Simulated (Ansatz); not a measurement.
**C2H5AlBrN: basis-set convergence**

How large a basis does C2H5AlBrN need? Two functionals are run in growing sets.

Program: Ansatz 0.2.0, Gaussian basis. Level of theory: one geometry, several basis sets. These are calculated values, not measurements.

Plan: PBE0-D4/def2-SVP; ωB97M-V/def2-SVP; PBE0-D4/def2-QZVPP; ωB97M-V/def2-QZVPP; the functionals' def2-TZVPP values are taken from earlier runs.

## (1) Structure used throughout

All runs share one geometry, relaxed beforehand with PBE0-D4 in a triple-zeta def2 set.

SMILES `C[CH]1[NH][Al]1[Br]`, 10 atoms, charge 0, spin multiplicity 1.

Atoms are counted from 1 here; the program's logs count them from 0.

Bond lengths: C1–C2 1.506 Å, C1–H6 1.094 Å, C1–H7 1.093 Å, C1–H8 1.099 Å, C2–N3 1.518 Å, C2–Al4 1.918 Å, C2–H9 1.095 Å, N3–Al4 1.713 Å, N3–H10 1.007 Å, Al4–Br5 2.233 Å. Angles: C2–C1–H6 110.8°, C2–C1–H7 112.1°, C2–C1–H8 111.0°, H6–C1–H7 108.1°, H6–C1–H8 107.2°, H7–C1–H8 107.5°, C1–C2–N3 116.3°, C1–C2–Al4 126.8°, C1–C2–H9 111.0°, N3–C2–Al4 58.5°, N3–C2–H9 113.1°, Al4–C2–H9 119.2°, C2–N3–Al4 72.5°, C2–N3–H10 120.2°, Al4–N3–H10 167.2°, C2–Al4–N3 49.0°, C2–Al4–Br5 166.3°, N3–Al4–Br5 144.6°.

## (2) PBE0-D4 in def2-SVP

File in.yaml:

```yaml
crystal:
  periodic: [false, false, false]
  atoms:
    - {symbol: C, position_ang: [-0.889722, -0.984093, 0.400935]}
    - {symbol: C, position_ang: [0.060395, 0.178015, 0.518533]}
    - {symbol: N, position_ang: [1.305721, 0.119025, -0.347271]}
    - {symbol: Al, position_ang: [0.419321, 1.508841, -0.814925]}
    - {symbol: Br, position_ang: [0.349041, 3.228892, -2.236772]}
    - {symbol: H, position_ang: [-1.816851, -0.784826, 0.946230]}
    - {symbol: H, position_ang: [-1.147094, -1.201495, -0.638798]}
    - {symbol: H, position_ang: [-0.450548, -1.895503, 0.829172]}
    - {symbol: H, position_ang: [0.277741, 0.402112, 1.567820]}
    - {symbol: H, position_ang: [1.975198, -0.622170, -0.221925]}
basis:
  gaussian: {orbitals: def2-SVP}
hamiltonian: {xc: pbe0, dispersion: d4}
output: {orbitals: {seedname: orbitals}}
```

Started as:

```console
> ansatz run in.yaml --threads 4 --pin off --events-out ev --progress --plain --max-ram 10444MiB
```

The runs that follow: ωB97M-V in def2-SVP; PBE0-D4 in def2-QZVPP; ωB97M-V in def2-QZVPP.

Before running them: what should the planned runs give, taken together? Wanted: PBE0-D4: double and triple zeta above quadruple; ωB97M-V: double and triple zeta above quadruple.

As calculated:

```
                                       quantity           value
PBE0-D4: double and triple zeta above quadruple  16.77, 1.84 eV
ωB97M-V: double and triple zeta above quadruple  16.83, 1.78 eV
```

**Reading.** For PBE0-D4 the step from double to triple zeta gains 14.93 eV and the next only 1.84 eV. Total energies overstate the basis error of differences, where much of it tends to cancel.
